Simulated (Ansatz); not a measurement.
# CH₅BNO radical: a ladder of functionals and wavefunction methods

One table from this session's results is given with a row withheld; the runs are named, their logs left out.

Program: Ansatz 0.2.0, Gaussian basis. Level of theory: functionals in def2-TZVPP, the program's frozen cores in correlated methods. These are calculated values, not measurements.

The runs, in order: LDA (SPW92), PBE-D4, revPBE-D4, BLYP-D4, r2SCAN-D4, B97M-V, PBE0-D4, B3LYP-D4, r2SCANh-D4, r2SCAN0-D4, HSE06-D4, BHLYP-D4, CAM-B3LYP-D4, LC-ωPBE, ωB97X-V, ωB97M-V, B2PLYP, PBE-QIDH; CCSD(T)/def2-SVP; CCSD(T)/def2-TZVPP; CCSD(T)/def2-QZVPP; extrapolation to the limit; RPA on PBE.

## The geometry

An earlier PBE0-D4 in a triple-zeta def2 set relaxation fixed the geometry.

SMILES `CO[B]N`, 9 atoms, charge 0, spin multiplicity 2.

Atoms are counted from 1 here; the program's logs count them from 0.

Bond lengths: C1–O2 1.411 Å, C1–H5 1.093 Å, C1–H6 1.093 Å, C1–H7 1.093 Å, O2–B3 1.348 Å, B3–N4 1.392 Å, N4–H8 1.010 Å, N4–H9 1.002 Å. Angles: O2–C1–H5 111.4°, O2–C1–H6 109.1°, O2–C1–H7 109.1°, H5–C1–H6 109.2°, H5–C1–H7 109.2°, H6–C1–H7 108.8°, C1–O2–B3 122.6°, O2–B3–N4 122.9°, B3–N4–H8 122.7°, B3–N4–H9 122.6°, H8–N4–H9 114.7°.

The first run:

in.yaml reads:

```yaml
crystal:
  periodic: [false, false, false]
  atoms:
    - {symbol: C, position_ang: [0.742287, 1.468058, 0.071259]}
    - {symbol: O, position_ang: [-0.111086, 0.376874, 0.340328]}
    - {symbol: B, position_ang: [-0.063022, -0.773994, -0.360311]}
    - {symbol: N, position_ang: [-0.902585, -1.853734, -0.100656]}
    - {symbol: H, position_ang: [1.423375, 1.247300, -0.754631]}
    - {symbol: H, position_ang: [0.137077, 2.340649, -0.185474]}
    - {symbol: H, position_ang: [1.325049, 1.695571, 0.966906]}
    - {symbol: H, position_ang: [-1.599549, -1.839371, 0.629758]}
    - {symbol: H, position_ang: [-0.863148, -2.707553, -0.624280]}
basis:
  gaussian: {orbitals: def2-TZVPP}
magnetization: {spin_polarized: true, initial_magnetization: 1}
hamiltonian: {xc: lda}
output: {orbitals: {seedname: orbitals}}
```

Started as:

```
> ansatz run in.yaml --threads 2 --pin off --events-out ev --progress --plain --max-ram 32768MiB --backend cpu
```

Among the steps run: LDA; PBE-D4 (GGA); revPBE-D4 (GGA); BLYP-D4 (GGA); r2SCAN-D4 (meta-GGA); B97M-V (meta-GGA); PBE0-D4 (hybrid); B3LYP-D4 (hybrid); r2SCANh-D4 (hybrid); r2SCAN0-D4 (hybrid); HSE06-D4 (hybrid); BHLYP-D4 (hybrid); CAM-B3LYP-D4 (range-separated); LC-ωPBE (range-separated); ωB97X-V (range-separated); ωB97M-V (range-separated); B2PLYP (double hybrid); PBE-QIDH (double hybrid).

One table of the session follows, with a row left open; its other results are not shown here.

It belongs to the step «Orbital energies across the functionals». 

```
  functional  HOMO (eV)  gap (eV)
 LDA (SPW92)          ?         ?
      PBE-D4      -4.10      2.22
   revPBE-D4      -4.07      2.35
     BLYP-D4      -3.93      1.92
   r2SCAN-D4      -4.46      3.20
      B97M-V      -4.12      1.91
     PBE0-D4      -5.37      4.49
    B3LYP-D4      -5.09      3.69
  r2SCANh-D4      -4.93      3.96
  r2SCAN0-D4      -5.64      5.08
    HSE06-D4      -4.97      3.71
    BHLYP-D4      -6.51      6.27
CAM-B3LYP-D4      -6.69      6.50
     LC-ωPBE      -8.16      9.56
     ωB97X-V      -7.61      8.39
     ωB97M-V      -7.24      7.76
```

**Question.** Estimate the row for LDA (SPW92).

**Answer.** HOMO (eV): -4.08; gap (eV): 1.67. In the column «HOMO (eV)» it lies between PBE-D4 (-4.10) and revPBE-D4 (-4.07).
